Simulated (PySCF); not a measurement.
# C4H10ClFSi (TMS-CHClF): the cost of one run

The runs use PySCF 2.14.0, with density-fitted response routines of our own; the level of theory stands in each step. All values are computed, except where a source is named. Atoms count from 0, in the outputs and in this text.

### 1 The starting structure

17 atoms, charge 0, multiplicity 1; geometry from: GFN2-xTB. The atoms were then displaced at random by about 0.01 Å, so the start is not that level's minimum.

Bonds of the start (Å): C0–Si1 1.89, Si1–C2 1.90, Si1–C3 1.92, Si1–C4 1.94, C4–F5 1.37, C4–Cl6 1.77, C0–H7 1.07, C0–H8 1.11, C0–H9 1.05, C2–H10 1.10, C2–H11 1.09, C2–H12 1.10, C3–H13 1.12, C3–H14 1.07, C3–H15 1.08, C4–H16 1.11.

### 2 Relaxing the molecule at PBE0-D3(BJ)/def2-TZVP

The job: settings as JSON, then the geometry in Å.

```
{"job": {"xc": "PBE0", "basis": "def2-TZVP", "d3": "d3bj", "grid": 2, "shake": 0.01, "kind": "geom"}, "charge": 0, "multiplicity": 1}
C     -0.909570    -1.131450    -1.252040
Si     0.089510    -0.072370    -0.041480
C      1.260010     1.135040    -0.918070
C      1.009670    -1.134250     1.263440
C     -1.173040     1.028430     0.941610
F     -2.071200     0.255380     1.621140
Cl    -2.080170     2.080530    -0.161700
H     -1.667660    -1.681900    -0.736740
H     -1.446190    -0.469860    -1.956420
H     -0.305930    -1.799930    -1.800720
H      1.843520     1.721770    -0.188330
H      1.993240     0.602320    -1.527460
H      0.708550     1.840170    -1.554400
H      0.248370    -1.716980     1.851420
H      1.663980    -1.841260     0.800970
H      1.544360    -0.513150     1.971330
H     -0.723960     1.709340     1.697630
```

Started as:

```console
$ OMP_NUM_THREADS=2 python probes_run.py task.json out
```

This one command runs all jobs of the session in turn.

**Question.** How long does this first job take on 2 threads of AMD EPYC, shared host, and how much memory does it need?

About 8.8 min, with a peak of 1.8 GiB.
